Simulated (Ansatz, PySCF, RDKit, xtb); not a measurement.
**Solving SnHOF, step by step**

Task: start from the formula SnHOF, draw up candidate structures, narrow them down in stages, and characterise the one that lies lowest at 298.15 K.

The funnel: GFN2-xTB relaxations, single points with a density functional, relaxations at BLYP-D3(BJ)/def2-SVP, harmonic vibrations, and a last energy at a higher level. All values are calculated.

6 further runs of the same task are left out: 6 set aside as unsound or not needed.

### Step 1. Candidates

A program enumerates the bonding patterns with one Lewis structure each (two rings at most, one unusual centre or charged pair), with their diastereomers. O–O, O–halogen and N–halogen bonds and N–N–N chains are not drawn. That gives 3 candidates.

```tsv
label	SMILES	spin
c368	[O]=[SnH][F]	singlet
c597	[OH][Sn][F]	singlet
c620	[OH][Sn][F]	triplet
```

Candidates are built by distance geometry, with a force field where one applies, in up to four conformers (letters a to d). 10 starts with atoms placed at random are added, to find patterns that the rules miss.

### Step 2. Cheap relaxation of all starts

All 14 starts are relaxed the same way. One of them, c793 (atoms placed at random), in full:

start.xyz reads:

```xyz
4
c793
F     -0.747790    -0.216170     1.364710
O      0.295020     1.382750    -0.860520
Sn     0.240950    -0.641540    -1.310190
H      0.075480    -0.570120     1.047520
```

The run is started by

```bash
$ xtb start.xyz --gfn 2 --opt
```

Standard output, shortened:

```text
* xtb version 6.7.1
[...]
          :  # basis functions                  19          :
[...]
          :  # electrons                        18          :
[...]
          :  Hamiltonian                  GFN2-xTB          :
[...]
          :  net charge                          0          :
          :  unpaired electrons                  0          :
[...]
   *** convergence criteria satisfied after 18 iterations ***
[...]
   *** GEOMETRY OPTIMIZATION CONVERGED AFTER 21 ITERATIONS ***
[...]
   *** convergence criteria satisfied after 3 iterations ***
[...]
         ::                     SUMMARY                     ::
         :::::::::::::::::::::::::::::::::::::::::::::::::::::
         :: total energy             -11.429223170653 Eh    ::
         :: gradient norm              0.000570953301 Eh/a0 ::
         :: HOMO-LUMO gap              3.596021731335 eV    ::
         ::.................................................::
         :: SCC energy               -11.449105681365 Eh    ::
         :: -> isotropic ES            0.042440656307 Eh    ::
         :: -> anisotropic ES          0.007717475751 Eh    ::
         :: -> anisotropic XC         -0.005275964027 Eh    ::
         :: -> dispersion             -0.001426731670 Eh    ::
         :: repulsion energy           0.019882510712 Eh    ::
         :: add. restraining           0.000000000000 Eh    ::
         :: total charge              -0.000000000000 e     ::
         :::::::::::::::::::::::::::::::::::::::::::::::::::::
[...]
         9        2.0000           -0.4172890             -11.3550 (HOMO)
        10                         -0.2851376              -7.7590 (LUMO)
[...]
     #   Z          covCN         q      C6AA      α(0)
     1   9 F        0.738    -0.471    14.458     4.491
     2   8 O        0.784    -0.442    22.567     6.367
     3  50 Sn       0.778     0.486   487.177    48.496
     4   1 H        0.744     0.426     0.448     1.058
[...]
     #   Z sym  total        # sym  WBO       # sym  WBO       # sym  WBO
 ---------------------------------------------------------------------------
     1   9 F    0.798 --     4 H    0.714
     2   8 O    2.386 --     3 Sn   2.267
     3  50 Sn   2.335 --     2 O    2.267
     4   1 H    0.818 --     1 F    0.714
 ---------------------------------------------------------------------------
[...]
molecular dipole:
                 x           y           z       tot (Debye)
 q only:        0.196      -0.592      -2.244
   full:        0.242      -1.164      -3.534       9.477
molecular quadrupole (traceless):
[...]
          | TOTAL ENERGY              -11.429223170653 Eh   |
          | GRADIENT NORM               0.000570953301 Eh/α |
          | HOMO-LUMO GAP               3.596021731335 eV   |
           -------------------------------------------------
[...]
```

Run time: 0.046 s. Hardware: 1 thread of Intel Xeon 6975P-C (Granite Rapids), shared host.

### Step 3. The minima found

14 of the 14 relaxations converged; 6 ended on a minimum already found. 8 distinct structures remain:

```tsv
label	start	SMILES after	spin	energy (kcal/mol)	note
c065	random and drawn	[OH][Sn][F]	singlet	0.0	
c759	random	[FH].[O][Sn] ‡	singlet	54.1	fell apart
c604	random	[FH].[O][Sn] ‡	singlet	54.2	fell apart
c793	random	[FH].[O][Sn] ‡	singlet	54.2	fell apart
c368a	drawn	[O]=[SnH][F]	singlet	79.6	
c795	random	[F][O][SnH] ‡	singlet	110.6	
c226	random	[F][O][SnH] ‡	singlet	111.5	
c620a	drawn	[OH][Sn][F]	triplet	119.8
```

‡ marks the bonded skeleton alone, with all bonds drawn single: no Lewis structure was assigned that passes a check against the bond lengths.

GFN2-xTB has no spin polarisation, so it can't rank spin states and is rough for open shells.

### Step 4. Screening with a density functional

A choice of the minima (the low ones first, few conformers of a pattern, up to a cap) and the lowest that fell apart get a single point at r2SCAN-D4/def2-SVP on the tight-binding geometry, and one at HF/STO-3G for comparison. The lowest singlets are also tried as triplets at the same geometry (label ending in t). The first, c065:

input.yaml reads:

```yaml
crystal:
  periodic: [false, false, false]
  atoms:
    - {symbol: F, position_ang: [1.358165, -0.848857, 0.908163]}
    - {symbol: O, position_ang: [-1.112017, -0.262621, -0.861276]}
    - {symbol: Sn, position_ang: [-0.644167, -0.309935, 1.103297]}
    - {symbol: H, position_ang: [-0.567981, -0.437467, -1.627963]}
basis:
  gaussian: {orbitals: def2-SVP}
hamiltonian: {xc: {name: r2SCAN}, dispersion: d4}
scf: {lower_state_search: off}
output: {orbitals: {seedname: orbitals}}
```

The run is started by

```bash
$ ansatz run input.yaml --threads 1 --pin off --max-ram 2610MiB --events-out events.jsonl --progress --plain --runs-dir runs
```

Standard output, shortened:

```text
Warning: RAYON_NUM_THREADS=1 ignored (pool sized by the plan → 1); use --threads N
Functional definition: r2SCAN
  name "r2SCAN"
[...]
640 factors; their error is unknown
[...]
mean field -10609.20146152 eV, -389.8809625358 hartree, gradient 2.3e-6 eV, S^2 0.000000; 0 other end points of the search recorded, 0 dependent functions left out
reference -10609.20147055 eV, -389.8809628676 hartree; 20, 20 occupied and 39, 39 virtual orbitals, 640 factors
Total energy: -10609.21421673 eV, -389.8814312810 hartree
Checks for a lower state left out: stability, starts, cluster_reference, orbital_swaps, neighbouring_geometries, increment
```

Run time: 0.68 s. Hardware: 1 thread of Intel Xeon 6975P-C (Granite Rapids), shared host.

Relative energies in kcal/mol, each column from its lowest structure that stays in one piece:

```tsv
label	SMILES	spin	GFN2-xTB	HF/STO-3G	r2SCAN-D4/def2-SVP
c065	[OH][Sn][F]	singlet	0.0	0.0	0.0
c759	[FH].[O][Sn] ‡	singlet	54.1	44.2	38.6
c368a	[O]=[SnH][F]	singlet	79.6	47.7	69.7
c065t	[OH][Sn][F]	triplet	–	–	79.7
c226	[F][O][SnH] ‡	singlet	111.5	35.1	116.4
c795	[F][O][SnH] ‡	singlet	110.6	64.6	130.8
c368at	[O]=[SnH][F]	triplet	–	–	154.0
c226t	[F][O][SnH] ‡	triplet	–	–	164.8
```

‡ marks the bonded skeleton alone, with all bonds drawn single: no Lewis structure was assigned that passes a check against the bond lengths.

### Step 5. Third filter: density-functional geometries

3 candidates are relaxed at BLYP-D3(BJ)/def2-SVP (chosen among the lowest in one piece, with other spins of them). The first, c065:

input.yaml, as its differences from that of step 4:

```diff
@@ -8,5 +8,13 @@
 basis:
-  gaussian: {orbitals: def2-SVP}
-hamiltonian: {xc: {name: r2SCAN}, dispersion: d4}
-scf: {lower_state_search: off}
-output: {orbitals: {seedname: orbitals}}
+  gaussian:
+    orbitals: def2-SVP
+magnetization:
+  spin_polarized: false
+  initial_magnetization: 0
+hamiltonian:
+  xc: {name: BLYP}
+  dispersion: d3bj
+scf:
+  lower_state_search: "off"
+relax:
+  f_tol: 0.003
```

The run is started by

```bash
$ ansatz run input.yaml --threads 1 --pin off --max-ram 2610MiB --events-out events.jsonl --progress --plain --runs-dir runs
```

Standard output, shortened:

```text
Warning: RAYON_NUM_THREADS=1 ignored (pool sized by the plan → 1); use --threads N
[...]
Functional definition: BLYP
  name "BLYP"
[...]
640 factors; their error is unknown
[...]
mean field -10607.58352324 eV, -389.8215044007 hartree, gradient 1.1e-6 eV, S^2 0.000000; 0 other end points of the search recorded, 0 dependent functions left out
[...]
reference -10607.58377924 eV, -389.8215138086 hartree; 20, 20 occupied and 39, 39 virtual orbitals, 640 factors
relax step   1: F+E_penalty+E_count = -10607.70246481 eV  Δ(F+E_penalty+E_count) = +0.000e0 eV  max|allowed force component| = 1.442e0 eV/Å  Δτ_max = 0.0000 Å  (17 SCF iters, accepted)
[...]
relax step   7: F+E_penalty+E_count = -10607.84459367 eV  Δ(F+E_penalty+E_count) = -2.194e-5 eV  max|allowed force component| = 7.753e-3 eV/Å  Δτ_max = 0.0023 Å  (13 SCF iters, accepted)
[...]
relax step   8: F+E_penalty+E_count = -10607.84459510 eV  Δ(F+E_penalty+E_count) = -1.436e-6 eV  max|allowed force component| = 2.082e-3 eV/Å  Δτ_max = 0.0004 Å  (9 SCF iters, accepted)
Total energy: -10607.84484890 eV, -389.8311079414 hartree
Atom 0 at     1.245849    -0.826118     0.729559 Å, force    -0.000220     0.000062     0.000177 eV/Å
Atom 1 at    -1.168921    -0.247982    -0.868148 Å, force     0.000728    -0.000146     0.001446 eV/Å
Atom 2 at    -0.646518    -0.309670     1.091533 Å, force    -0.000095    -0.000051    -0.002082 eV/Å
Atom 3 at    -0.396409    -0.475110    -1.430722 Å, force    -0.000412     0.000135     0.000459 eV/Å
Dipole moment:    -0.197366     0.061857     0.241404 e Å
Checks for a lower state left out: stability, starts, cluster_reference, orbital_swaps, neighbouring_geometries, increment
```

It took 4.2 s on 1 thread of Intel Xeon 6975P-C (Granite Rapids), shared host.

Energy change by step (eV): 0.0000, -0.1057, -0.1266, -0.1327, -0.1410, -0.1421, -0.1421, -0.1421.

After the run. Bond lengths: F1–Sn3 1.995 Å, O2–Sn3 2.029 Å, O2–H4 0.982 Å. Angles: F1–Sn3–O2 94.4°, Sn3–O2–H4 110.1°.

### Step 6. Ranking at BLYP-D3(BJ)/def2-SVP

```tsv
label	spin	r2SCAN-D4/def2-SVP (kcal/mol)	BLYP-D3(BJ)/def2-SVP, relaxed (kcal/mol)	time
c065	singlet	0.0	0.0	4.2 s
c368a	singlet	69.7	68.1	2.9 s
c065t	triplet	79.7	73.3	19 s
```

c065: Bond lengths: F1–Sn3 1.995 Å, O2–Sn3 2.029 Å, O2–H4 0.982 Å. Angles: F1–Sn3–O2 94.4°, Sn3–O2–H4 110.1°.

c368a: Bond lengths: F1–Sn3 1.972 Å, O2–Sn3 1.866 Å, Sn3–H4 1.733 Å. Angles: F1–Sn3–O2 119.9°, F1–Sn3–H4 100.9°, O2–Sn3–H4 139.1°.

c065t: Bond lengths: F1–Sn3 2.004 Å, O2–Sn3 2.100 Å, O2–H4 0.985 Å. Angles: F1–Sn3–O2 114.5°, Sn3–O2–H4 106.1°.

### Step 7. Are they minima? Harmonic frequencies

The lowest few in one piece go on as finalists. Harmonic vibrations at BLYP-D3(BJ)/def2-SVP test each finalist and give the zero-point energy and the thermal terms. The first, c065:

input.yaml reads:

```yaml
crystal:
  periodic: [false, false, false]
  atoms:
    - {symbol: F, position_ang: [1.245849, -0.826118, 0.729559]}
    - {symbol: O, position_ang: [-1.168921, -0.247982, -0.868148]}
    - {symbol: Sn, position_ang: [-0.646518, -0.309670, 1.091533]}
    - {symbol: H, position_ang: [-0.396409, -0.475110, -1.430722]}
basis:
  gaussian:
    orbitals: def2-SVP
scf:
  lower_state_search: "off"
phonons: {}
hamiltonian:
  xc: {name: BLYP}
  dispersion: d3bj
```

The run is started by

```bash
$ ansatz run input.yaml --threads 1 --pin off --max-ram 2610MiB --events-out events.jsonl --progress --plain --runs-dir runs
```

Standard output, shortened:

```text
Warning: RAYON_NUM_THREADS=1 ignored (pool sized by the plan → 1); use --threads N
[... 2 set-up lines as earlier in the session ...]
[...]
640 factors; their error is unknown
[...]
mean field -10607.72188074 eV, -389.8265889451 hartree, gradient 9.1e-6 eV, S^2 0.000000; 0 other end points of the search recorded, 0 dependent functions left out
[...]
reference -10607.72213471 eV, -389.8265982783 hartree; 20, 20 occupied and 39, 39 virtual orbitals, 640 factors
[...]
640 factors; their error is unknown
mean field -10607.72184644 eV, -389.8265876847 hartree, gradient 2.9e-6 eV, S^2 0.000000; 0 other end points of the search recorded, 0 dependent functions left out
[...]
reference -10607.72210038 eV, -389.8265970167 hartree; 20, 20 occupied and 39, 39 virtual orbitals, 640 factors
[...]
640 factors; their error is unknown
[...]
640 factors; their error is unknown
[...]
mean field -10607.72184129 eV, -389.8265874955 hartree, gradient 1.4e-6 eV, S^2 0.000000; 0 other end points of the search recorded, 0 dependent functions left out
[...]
reference -10607.72209534 eV, -389.8265968314 hartree; 20, 20 occupied and 39, 39 virtual orbitals, 640 factors
Total energy: -10607.84470111 eV, -389.8311025103 hartree
Atom 0 at     1.245849    -0.826118     0.729559 Å, force     0.000696    -0.000154     0.000882 eV/Å
Atom 1 at    -1.168921    -0.247982    -0.868148 Å, force     0.000050     0.000046     0.001763 eV/Å
Atom 2 at    -0.646518    -0.309670     1.091533 Å, force    -0.000268    -0.000043    -0.003077 eV/Å
Atom 3 at    -0.396409    -0.475110    -1.430722 Å, force    -0.000479     0.000152     0.000432 eV/Å
Dipole moment:    -0.197364     0.061856     0.241404 e Å
Vibrations: 157.68 463.72 559.76 573.06 727.76 3622.53 cm⁻¹, zero-point energy 0.378431 eV
Checks for a lower state left out: stability, starts, cluster_reference, orbital_swaps, neighbouring_geometries, increment
```

It took 9.6 s on 1 thread of Intel Xeon 6975P-C (Granite Rapids), shared host.

### Step 8. Zero-point energy and free-energy terms

At 298.15 K and 1 atm, ideal gas, rigid rotor and harmonic oscillator:

```tsv
label	SMILES	spin	point group	lowest mode (cm⁻¹)	zero-point (kcal/mol)	G − E (kcal/mol)
c065	[OH][Sn][F]	singlet	Cs	158	8.7	-9.0
c368a	[O]=[SnH][F]	singlet	Cs	161	6.0	-11.7
c065t	[OH][Sn][F]	triplet	C1	110	8.3	-10.8
```

Chiral structures get −RT ln 2 for their mirror image.

### Step 9. Energies at the top level

Each finalist gets a single point at CCSD(T)/def2-TZVPP.

c065, CCSD(T)/def2-TZVPP:

input.yaml reads:

```yaml
crystal:
  periodic: [false, false, false]
  atoms:
    - symbol: F
      position_ang: [1.245849, -0.826118, 0.729559]
    - symbol: O
      position_ang: [-1.168921, -0.247982, -0.868148]
    - symbol: Sn
      position_ang: [-0.646518, -0.309670, 1.091533]
    - symbol: H
      position_ang: [-0.396409, -0.475110, -1.430722]
basis:
  gaussian: {orbitals: def2-TZVPP}
correlation: {method: ccsd_t, frozen_orbitals: {Sn: 4, O: 1, H: 0, F: 1}}
```

The run is started by

```bash
$ ansatz run input.yaml --threads 1 --pin off --max-ram 2610MiB --events-out events.jsonl --progress --plain --runs-dir runs
```

Standard output, shortened:

```text
Warning: RAYON_NUM_THREADS=1 ignored (pool sized by the plan → 1); use --threads N
Functional definition: HF
  name "HF"
[...]
968 factors; integrals over basis functions are off by at most 6.7e-4 eV
[...]
mean field -10568.43574797 eV, -388.3828501950 hartree, gradient 1.7e-6 eV, S^2 0.000000; 0 other end points of the search recorded, 0 dependent functions left out
6 core orbitals not correlated: weight in the atoms' cores, before any rotation towards them, 1.000 or more for the frozen orbitals, at most 0.000 for the correlated occupied ones
reference -10568.43574797 eV, -388.3828501950 hartree; 14, 14 occupied and 106, 106 virtual orbitals, 968 factors
second order -21.97007960 eV of doubles, -0.00000000 eV of singles
cycle   1  -21.02836948 eV  change    9.4e-1 eV  update   1.3e-1
[...]
cycle  12  -21.67411689 eV  change   -1.2e-5 eV  update   8.1e-6
perturbative correction -0.72142507 eV, -0.0265118822 hartree
Total energy: -10590.83128993 eV, -389.2058711815 hartree
```

Wall time 13 s (1 thread of Intel Xeon 6975P-C (Granite Rapids), shared host); peak memory 0.77 GiB.

### Step 10. c368a at CCSD(T)/def2-TZVPP

input.yaml reads:

```yaml
crystal:
  periodic: [false, false, false]
  atoms:
    - {symbol: F, position_ang: [-0.718836, 1.624069, -0.974197]}
    - {symbol: O, position_ang: [1.351370, 0.083968, 1.119804]}
    - {symbol: Sn, position_ang: [-0.292910, 0.911218, 0.814186]}
    - {symbol: H, position_ang: [-1.740412, 1.308515, 1.679723]}
basis:
  gaussian:
    orbitals: def2-TZVPP
correlation:
  method: ccsd_t
  frozen_orbitals: {Sn: 4, O: 1, H: 0, F: 1}
```

The run is started by

```bash
$ ansatz run input.yaml --threads 1 --pin off --max-ram 2610MiB --events-out events.jsonl --progress --plain --runs-dir runs
```

Standard output, shortened:

```text
Warning: RAYON_NUM_THREADS=1 ignored (pool sized by the plan → 1); use --threads N
[... 2 set-up lines as earlier in the session ...]
[...]
959 factors; integrals over basis functions are off by at most 1.1e-3 eV
[...]
mean field -10564.91551354 eV, -388.2534839656 hartree, gradient 2.3e-6 eV, S^2 0.000000; 0 other end points of the search recorded, 0 dependent functions left out
6 core orbitals not correlated: weight in the atoms' cores, before any rotation towards them, 1.000 or more for the frozen orbitals, at most 0.000 for the correlated occupied ones
reference -10564.91551354 eV, -388.2534839656 hartree; 14, 14 occupied and 106, 106 virtual orbitals, 959 factors
second order -22.53575973 eV of doubles, -0.00000000 eV of singles
cycle   1  -21.09998959 eV  change     1.4e0 eV  update   2.0e-1
[...]
cycle  12  -22.08964424 eV  change    2.9e-6 eV  update   3.0e-5
perturbative correction -0.91088060 eV, -0.0334742448 hartree
Total energy: -10587.91603839 eV, -389.0987376634 hartree
```

Wall time 9.6 s (1 thread of Intel Xeon 6975P-C (Granite Rapids), shared host); peak memory 0.58 GiB.

### Step 11. Free energies and the winner

Energies in kcal/mol from c065; G adds the thermal terms to the CCSD(T)/def2-TZVPP energy. The columns left of the relaxed level are at the tight-binding geometries.

```tsv
label	SMILES	spin	r2SCAN-D4/def2-SVP	BLYP-D3(BJ)/def2-SVP	HF/def2-TZVPP	MP2/def2-TZVPP	CCSD(T)/def2-TZVPP	G	share at equilibrium	T1
c065	[OH][Sn][F]	singlet	0.0	0.0	0.0	0.0	0.0	0.0	100.0 %	0.018
c368a	[O]=[SnH][F]	singlet	69.7	68.1	81.2	68.1	67.2	64.6	< 0.1 %	0.028
c065t	[OH][Sn][F]	triplet	79.7	73.3	61.1	82.5	77.0	75.2	< 0.1 %	0.022
```

Lowest found: c065, `[OH][Sn][F]`, a singlet of point group Cs. Bond lengths: F1–Sn3 1.995 Å, O2–Sn3 2.029 Å, O2–H4 0.982 Å. Angles: F1–Sn3–O2 94.4°, Sn3–O2–H4 110.1°.

```xyz
4

F     1.2458   -0.8261    0.7296
O    -1.1689   -0.2480   -0.8681
Sn   -0.6465   -0.3097    1.0915
H    -0.3964   -0.4751   -1.4307
```

### Step 12. Density, orbitals and dipole (PBE0/def2-TZVPD)

input.yaml reads:

```yaml
crystal:
  periodic: [false, false, false]
  atoms:
    - {symbol: F, position_ang: [1.245849, -0.826118, 0.729559]}
    - {symbol: O, position_ang: [-1.168921, -0.247982, -0.868148]}
    - {symbol: Sn, position_ang: [-0.646518, -0.309670, 1.091533]}
    - {symbol: H, position_ang: [-0.396409, -0.475110, -1.430722]}
basis:
  gaussian:
    orbitals: def2-TZVPD
hamiltonian:
  xc: {name: PBE0}
output: {forces: true, orbitals: {seedname: orbitals}}
```

The run is started by

```bash
$ ansatz run input.yaml --threads 1 --pin off --max-ram 2610MiB --events-out events.jsonl --progress --plain --runs-dir runs
```

Standard output, shortened:

```text
Warning: RAYON_NUM_THREADS=1 ignored (pool sized by the plan → 1); use --threads N
Functional definition: PBE0
  name "PBE0"
[...]
920 factors; their error is unknown
[...]
mean field -10611.26909245 eV, -389.9569465711 hartree, gradient 3.4e-5 eV, S^2 0.000000; 0 other end points of the search recorded, 0 dependent functions left out
[...]
reference -10611.26913000 eV, -389.9569479509 hartree; 20, 20 occupied and 125, 125 virtual orbitals, 920 factors
Total energy: -10611.26913000 eV, -389.9569479509 hartree
Atom 0 at     1.245849    -0.826118     0.729559 Å, force    -0.735978     0.201041     0.145551 eV/Å
Atom 1 at    -1.168921    -0.247982    -0.868148 Å, force     0.981599    -0.238086     0.571621 eV/Å
Atom 2 at    -0.646518    -0.309670     1.091533 Å, force     0.449614    -0.166253    -1.195064 eV/Å
Atom 3 at    -0.396409    -0.475110    -1.430722 Å, force    -0.695235     0.203299     0.477892 eV/Å
Dipole moment:    -0.291839     0.092580     0.385262 e Å
```

Wall time 2.5 s (1 thread of Intel Xeon 6975P-C (Granite Rapids), shared host).

[end of part 1 of 2]
